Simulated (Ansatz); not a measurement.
Consider the interaction energy of a dimer with the counterpoise correction of H₄S₂Si, SMILES S[SiH2]S (Ansatz 0.2.0 through its Python package).

The script, `dimer_h4s2si.py`:
```python
# -*- coding: utf-8 -*-
"""Binding of a H4S2Si dimer at a trial geometry."""

from dataclasses import dataclass

import ansatz as az


@dataclass(frozen=True)
class Settings:
    basis: str = "def2-SVP"
    xc: str = "pbe0"


opts = Settings()

FIRST = [
    ("S", (-1.255, -0.9683, -0.7083)),
    ("Si", (0.0226, 0.4547, 0.2232)),
    ("S", (1.5488, -0.6583, 1.1534)),
    ("H", (-2.0962, 0.0028, -1.1755)),
    ("H", (0.6121, 1.3308, -0.8331)),
    ("H", (-0.7191, 1.2696, 1.2261)),
    ("H", (1.8871, -1.4314, 0.1139)),
]
SECOND = [
    ("S", (-5.4203, -0.6296, -0.4585)),
    ("Si", (-6.0401, -1.852, 1.1682)),
    ("S", (-8.0681, -1.3924, 1.4987)),
    ("H", (-4.1435, -1.1164, -0.4167)),
    ("H", (-5.9086, -3.2845, 0.7663)),
    ("H", (-5.2327, -1.5741, 2.3893)),
    ("H", (-8.5026, -1.5114, 0.2379)),
]

def energy(atoms, ghosts=()):
    molecule = az.Crystal.molecule()
    for symbol, xyz in atoms:
        molecule = molecule.atom(symbol, xyz)
    calc = (
        molecule.calculation()
        .basis(gaussian=opts.basis)
        .functional(opts.xc)
    )
    deck = calc.input()
    if ghosts:
        deck = deck.set(az.key.basis.gaussian.ghost_atoms, [{"symbol": s, "position_ang": list(xyz)} for s, xyz in ghosts])
    return az.Session.from_dict(deck).plan().execute().report["free_energy_ev"]

# ghost atoms carry the functions of the partner
both = energy(FIRST + SECOND)
alone = energy(FIRST) + energy(SECOND)
ghosted = energy(FIRST, SECOND) + energy(SECOND, FIRST)
print(f"dimer {both:.6f} eV")
print(f"interaction, uncorrected   {23.060548 * (both - alone):8.3f} kcal/mol")
print(f"interaction, counterpoise  {23.060548 * (both - ghosted):8.3f} kcal/mol")
print(f"basis-set superposition    {23.060548 * (alone - ghosted):8.3f} kcal/mol")
```

How large is the interaction at this pose, and how much of it is basis-set superposition?

Uncorrected it is -1.469 kcal/mol, with the counterpoise correction -0.846 kcal/mol; the difference, 0.62 kcal/mol, is the superposition error.

The output:

Running `python dimer_h4s2si.py` prints:
```text
dimer -59189.338019 eV
interaction, uncorrected     -1.469 kcal/mol
interaction, counterpoise    -0.846 kcal/mol
basis-set superposition       0.623 kcal/mol
```

Caveats:
- The settings weren't tested for convergence.
- The dimer is a generated trial pose of unrelaxed monomers, not a minimum, so the figure is no binding energy, and the basis set is small.
- This level lacks the dispersion part of the attraction (electrostatics and induction are there), which can decide the sign where the interaction is weak.
- Hardware and time: 15 s on 1 thread of Intel(R) Xeon(R) Platinum 8488C (Sapphire Rapids), with other jobs on the host, peak memory 0.45 GiB.

(A comment or docstring line of the script was reworded after the run, the code is as it ran; lines on the test bed's own set-up are left out of the output.)
